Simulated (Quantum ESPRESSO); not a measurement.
CuF3:

```
Cu F
1.0
     3.76477    0.00000    0.00000
     0.00000    3.76477    0.00000
     0.00000    0.00000    3.76477
Cu F
1 3
Direct
  0.00000 0.00000 0.00000
  0.50000 0.00000 0.00000
  0.00000 0.00000 0.50000
  0.00000 0.50000 0.00000
```

The cell comes from a database or a generator and needn't be the stable form of this composition.

Base run:

| Quantity | Value |
| --- | --- |
| Program | Quantum ESPRESSO 7.5 |
| Functional | PBE |
| Potentials or basis | GBRV 1.5 PBE |
| Cutoff | 762 eV |
| Density cutoff | 6095 eV |
| k mesh | 5 × 5 × 5 |
| Occupations | gaussian, width 0.05 eV |
| Spin | collinear spin, ferromagnetic start |
| Starting moments | [2.0, 0.0, 0.0, 0.0] μB |
| Hubbard terms | Cu d U = 6 eV |

Its results: band gap on the k mesh none (metal or under the smearing width); pressure 3.9 GPa; net moment 1.17 μB per cell; site moments Cu +0.84; F +0.10 μB.

Problem. The run is repeated on the same cell with these changes: hubbard terms from Cu d U = 6 eV to Cu d U = 3 eV. What comes out?

Solution. Band gap on the k mesh none (metal or under the smearing width); pressure 3.1 GPa; net moment 0.91 μB per cell; site moments Cu +0.61; F +0.09 μB.

Caveats: a cell with one magnetic atom can't hold antiferromagnetic order, which such compounds often take.
